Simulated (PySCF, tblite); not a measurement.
# C₆H₁₀F₂OSi: geometry, infrared bands and NMR shifts

Aim: predict the infrared bands and NMR shifts of C₆H₁₀F₂OSi (`FC[C@@H]1O[C@H](CF)C=C[SiH2]1`).

Programs: tblite 0.8.0 and PySCF 2.14.0, with density-fitted response routines of our own. Each step states its level of theory. These are calculated values for one molecule in the gas phase, unless marked as measured. Atoms count from 0, in the outputs and in this text.

## (1) The starting structure

20 atoms, charge 0, multiplicity 1; geometry from: force field or distance geometry start.

Bonds of the start (Å): F0–C1 1.34, C1–C2 1.53, C2–O3 1.44, O3–C4 1.43, C4–C5 1.53, C5–F6 1.37, C4–C7 1.53, C7–C8 1.34, C8–Si9 1.86, Si9–C2 1.93, C1–H10 1.10, C1–H11 1.10, C2–H12 1.09, C4–H13 1.11, C5–H14 1.08, C5–H15 1.11, C7–H16 1.09, C8–H17 1.08, Si9–H18 1.49, Si9–H19 1.48.

## (2) Geometry optimisation with GFN2-xTB

What the job is given:

```
{"job": {"kind": "relax", "xc": "GFN2-xTB", "basis": "xTB"}, "charge": 0, "multiplicity": 1}
F     -3.580200    -0.418200     0.011400
C     -2.417100    -1.022600     0.304600
C     -1.237000    -0.163000    -0.150700
O     -0.039700    -0.954500    -0.108400
C      1.111800    -0.336000    -0.695700
C      2.267400    -1.333600    -0.609400
F      3.319100    -0.900100    -1.368400
C      1.497800     1.000800    -0.050700
C      0.691300     1.826100     0.631800
Si    -1.122100     1.469700     0.869800
H     -2.389000    -1.225100     1.390100
H     -2.404900    -2.000100    -0.192500
H     -1.426200     0.125400    -1.189500
H      0.910000    -0.155800    -1.768300
H      1.967100    -2.309700    -0.974400
H      2.615500    -1.456600     0.437200
H      2.529500     1.304300    -0.199500
H      1.044800     2.756900     1.047100
H     -1.397300     1.242400     2.312100
H     -1.946200     2.560300     0.300400
```

Run with:

```bash
> OMP_NUM_THREADS=1 python probes_run.py task.json out
```

One launch serves the whole session: the jobs run in the order shown.

**Question.** This job is followed by: GFN2-xTB harmonic vibrations, gas phase; GIAO PBE0/pcSseg-1 NMR shielding, non-relativistic, gas phase. Predict these results of the whole session: strongest single infrared mode (GFN2-xTB); zero-point energy (GFN2-xTB); ¹³C shifts against TMS (PBE0/pcSseg-1); ¹H shifts against TMS (PBE0/pcSseg-1); ¹⁹F shifts against CFCl3 (PBE0/pcSseg-1); ¹⁷O shifts against H2O (PBE0/pcSseg-1); ²⁹Si shifts against TMS (PBE0/pcSseg-1).

As calculated:

| quantity | value |
| --- | --- |
| strongest single infrared mode (GFN2-xTB) | 2266 cm⁻¹, 284 km/mol |
| zero-point energy (GFN2-xTB) | 91.7 kcal/mol |
| ¹³C shifts against TMS (PBE0/pcSseg-1) | 158.5, 124.7, 87.8, 86.9, 80.0, 72.9 ppm |
| ¹H shifts against TMS (PBE0/pcSseg-1) | 7.33, 6.35, 5.30, 4.81, 4.71, 4.42, 4.35, 4.27, 4.25, 4.11 ppm |
| ¹⁹F shifts against CFCl3 (PBE0/pcSseg-1) | -262.3, -264.0 ppm |
| ¹⁷O shifts against H2O (PBE0/pcSseg-1) | 41.7 ppm |
| ²⁹Si shifts against TMS (PBE0/pcSseg-1) | -65.6 ppm |

In words: Over 74 steps the energy fell by 0.183 eV; of the close pairs, F0–C1 changed most, 1.343 to 1.373 Å. All 54 modes are real, so the xTB geometry is a minimum. The strongest single mode, at 2266 cm⁻¹, moves mainly H18. Unscaled tight-binding wavenumbers are off by several per cent, some by more. Its intensities can rank the bands wrongly. At PBE0/pcSseg-1: The widest tensor belongs to C7: span 258 ppm, with a paramagnetic part of -229 ppm.
